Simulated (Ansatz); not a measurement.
# W4N: a closer look at a trial structure

The task, for W4N: compute bands, density of states and charges.

Method: DFT PBE, scalar-relativistic, plane waves, PAW, in Ansatz 0.2.0.

## (1) The structure to begin with

The structure is cubic, space group Pm-3m (No. 221). The conventional cell has a = 4.134 Å, b = 4.134 Å, c = 4.134 Å, α = 90.00°, β = 90.00°, γ = 90.00°. Around W (site symmetry 4/mmm) lie 2 N at 2.07 Å. W (site symmetry m-3m) is surrounded by 12 W at 2.92 Å. N (site symmetry m-3m) is surrounded by 6 W at 2.07 Å.

Structure file:

```
W N
1.0
     4.13407    0.00000    0.00000
     0.00000    4.13407    0.00000
     0.00000    0.00000    4.13407
W N
4 1
Direct
  0.50000 0.00000 0.00000
  0.00000 0.50000 0.00000
  0.00000 0.00000 0.50000
  0.50000 0.50000 0.50000
  0.00000 0.00000 0.00000
```

The cell was relaxed beforehand at this level, from a database cell with other species swapped in; it needn't be the stable form of this composition. At a tolerance of 0.05 Å it has space group Pm-3m (No. 221); it has 14.13 Å³/atom, an uncorrected energy of +0.14 eV/atom over the elements.

## (2) Static run: bands, density of states and charges

input.yaml

```yaml
crystal:
  lattice:
    - [4.1340694894, 0.0, 0.0]
    - [0.0, 4.1340694894, 0.0]
    - [0.0, 0.0, 4.1340694894]
  atoms:
    - { symbol: W, position: [0.5, 0.0, 0.0] }
    - { symbol: W, position: [0.0, 0.5, 0.0] }
    - { symbol: W, position: [0.0, 0.0, 0.5] }
    - { symbol: W, position: [0.5, 0.5, 0.5] }
    - { symbol: "N", position: [0.0, 0.0, 0.0] }
basis:
  ecutwfc: 420
kpoints:
  mp_grid: { grid: [10, 10, 10] }
  band_path:
    path:
      - [[0.0, 0.0, 0.0], [0.0, 0.5, 0.0], [0.5, 0.5, 0.0], [0.0, 0.0, 0.0], [0.5, 0.5, 0.5], [0.0, 0.5, 0.0]]
      - [[0.5, 0.5, 0.5], [0.5, 0.5, 0.0]]
    npoints: 14
hamiltonian:
  xc: pbe
scf:
  occupations: { method: gaussian, width: 0.1 }
  n_extra_bands: 12
output:
  forces: true
  stress: true
  eigenvalues: true
  populations: true
  dos: { projected: true, de: 0.02, nscf_kmesh: { grid: [12, 12, 12] } }
  bader: true
```

Launch:

```sh
$ ansatz run input.yaml --threads 1 --pin off --max-ram 2560MiB --backend cpu --events-out ev --progress --plain --runs-dir out
```

Q: Predict the outcome of this session. Wanted: gap; states at the Fermi level; Bader charges.

The runs gave:

```
                 quantity                        value
                      gap                 none (metal)
states at the Fermi level         6.61 per eV per cell
            Bader charges  W +0.11 to +0.53, N -1.71 e
```

What this shows: It comes out metallic. Of the projected weight within 0.25 eV of the Fermi level, the largest part is W 5d (92 %). Charge transfer between the atoms is strong (Bader charges up to 1.7 e). These runs have no spin-orbit coupling; with W it would split and shift bands. Spin polarisation is off in the runs that give these values; a magnetic solution could lie lower.
